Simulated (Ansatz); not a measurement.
# GaH4+ (singlet): from Hartree-Fock to the top rungs, cc-pVDZ

One table from this session's results is given with a row withheld; the runs are named, their logs left out.

Program: Ansatz 0.2.0, Gaussian basis. Level of theory: cc-pVDZ, core rule «outside noble gas», up to 14 orbitals frozen. These are calculated values, not measurements.

Plan: UHF; CCSD(T) on RHF; BCCD(T) on RHF; CISD; CCSDT(Q) on RHF; CCSDTQ on RHF; Full CI.

11 further runs of the same task are left out: 4 for a known fault of the program, 4 that didn't finish, 3 set aside as unsound or not needed.

## The geometry

The geometry is a PBE0/def2-TZVP stationary point (not a proven minimum). No spin-orbit coupling is included. The filled d shell of Ga may be among the frozen orbitals whatever the setting's name suggests; the logs give the count.

5 atoms, charge 1, spin multiplicity 1.

Atoms are counted from 1 here; the program's logs count them from 0.

Bond lengths: Ga1–H2 1.527 Å, Ga1–H4 1.527 Å, H3–H5 0.765 Å. Angles: H2–Ga1–H4 169.3°.

Set-up of the first run:

in.yaml

```yaml
crystal:
  periodic: [false, false, false]
  atoms:
    - {symbol: Ga, position_ang: [0.000000, 0.000000, -0.055194]}
    - {symbol: H, position_ang: [0.000000, 1.520673, -0.197915]}
    - {symbol: H, position_ang: [0.000000, 0.382522, 2.106890]}
    - {symbol: H, position_ang: [0.000000, -1.520673, -0.197915]}
    - {symbol: H, position_ang: [0.000000, -0.382522, 2.106890]}
basis:
  gaussian: {orbitals: cc-pVDZ}
total_charge: 1
magnetization: {spin_polarized: true, initial_magnetization: 0}
hamiltonian: {xc: hf}
output: {orbitals: {seedname: orbitals}}
```

Started as:

```bash
$ ansatz run in.yaml --threads 1 --pin off --events-out ev --progress --plain --max-ram 2393MiB
```

Steps of the session up to this table: UHF; CCSD(T) on RHF; BCCD(T) on RHF; CISD; CCSDT(Q) on RHF; CCSDTQ on RHF; Full CI.

One of the session's tables, all rows but one given; the rest of the session is left out.

It belongs to the step «Misses and costs». 

| method | from FCI (kcal/mol) |
| --- | --- |
| RHF | +65.22 |
| RMP2 | +16.23 |
| RCCSD | +0.77 |
| RCCSD(T) | +0.21 |
| BCCD(T) | +0.20 |
| RCCSDT | +0.02 |
| RCCSDT(Q) | ? |
| RCCSDTQ | 0.00 |
| FCI | 0 |

**Question.** Estimate the row for RCCSDT(Q).

As computed: from FCI (kcal/mol): +0.01. In the column «from FCI (kcal/mol)» it lies between FCI (0) and RCCSDT (+0.02).

Not comparable, so not listed: CISD (they don't share determinant, frozen orbitals or solution with the rows shown, or repeat one).
